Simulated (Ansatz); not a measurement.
# C3H6BBr: small, medium and large basis sets

Aim: see how fast density functionals converge with the basis set for C3H6BBr.

Method: one geometry, several basis sets; program: Ansatz 0.2.0, Gaussian basis.

Plan: PBE0-D4/def2-SVP; ωB97M-V/def2-SVP; PBE0-D4/def2-QZVPP; ωB97M-V/def2-QZVPP; the functionals' def2-TZVPP values are taken from earlier runs.

## Step 1: The relaxed structure

All runs share one geometry, relaxed beforehand with PBE0-D4 in a triple-zeta def2 set.

SMILES `C=C(Br)BC`, 11 atoms, charge 0, spin multiplicity 1.

Atoms are counted from 1 here; the program's logs count them from 0.

Bond lengths: C1–C2 1.333 Å, C1–H6 1.084 Å, C1–H7 1.085 Å, C2–Br3 1.909 Å, C2–B4 1.548 Å, B4–C5 1.548 Å, B4–H8 1.201 Å, C5–H9 1.102 Å, C5–H10 1.091 Å, C5–H11 1.092 Å. Angles: C2–C1–H6 123.6°, C2–C1–H7 118.5°, H6–C1–H7 117.9°, C1–C2–Br3 118.2°, C1–C2–B4 122.3°, Br3–C2–B4 119.5°, C2–B4–C5 125.1°, C2–B4–H8 114.0°, C5–B4–H8 120.8°, B4–C5–H9 105.7°, B4–C5–H10 114.5°, B4–C5–H11 113.5°, H9–C5–H10 106.3°, H9–C5–H11 105.6°, H10–C5–H11 110.4°.

Coordinates:

```xyz
11
C3H6BBr
C    -1.5028    1.3822   -0.5624
C    -0.3299    0.8876   -0.1655
Br    1.0815    2.1129    0.2220
B    -0.0821   -0.6334   -0.0182
C     1.2503   -1.2786    0.4328
H    -1.6968    2.4420   -0.6859
H    -2.3103    0.6897   -0.7767
H    -1.0482   -1.3103   -0.2447
H     1.1613   -1.4152    1.5230
H     2.1324   -0.6560    0.2731
H     1.4100   -2.2777    0.0230
```

## Step 2: PBE0-D4 in def2-SVP

in.yaml reads:

```yaml
crystal:
  periodic: [false, false, false]
  atoms:
    - {symbol: C, position_ang: [-1.502784, 1.382212, -0.562360]}
    - {symbol: C, position_ang: [-0.329924, 0.887619, -0.165495]}
    - {symbol: Br, position_ang: [1.081544, 2.112871, 0.222035]}
    - {symbol: B, position_ang: [-0.082051, -0.633414, -0.018225]}
    - {symbol: C, position_ang: [1.250281, -1.278627, 0.432846]}
    - {symbol: H, position_ang: [-1.696752, 2.442026, -0.685928]}
    - {symbol: H, position_ang: [-2.310337, 0.689685, -0.776716]}
    - {symbol: H, position_ang: [-1.048217, -1.310295, -0.244666]}
    - {symbol: H, position_ang: [1.161282, -1.415220, 1.522980]}
    - {symbol: H, position_ang: [2.132395, -0.656009, 0.273065]}
    - {symbol: H, position_ang: [1.409964, -2.277749, 0.022965]}
basis:
  gaussian: {orbitals: def2-SVP}
hamiltonian: {xc: pbe0, dispersion: d4}
output: {orbitals: {seedname: orbitals}}
```

The runs that follow: ωB97M-V in def2-SVP; PBE0-D4 in def2-QZVPP; ωB97M-V in def2-QZVPP.

**Question.** What will the summary of the whole plan be? Wanted: PBE0-D4: double and triple zeta above quadruple; ωB97M-V: double and triple zeta above quadruple.

The runs gave:

```
                                       quantity           value
PBE0-D4: double and triple zeta above quadruple  14.38, 1.65 eV
ωB97M-V: double and triple zeta above quadruple  14.54, 1.59 eV
```

**Reading.** PBE0-D4 gains 12.73 eV from double to triple zeta, then 1.65 eV more. Total energies overstate the basis error of differences, where much of it tends to cancel.
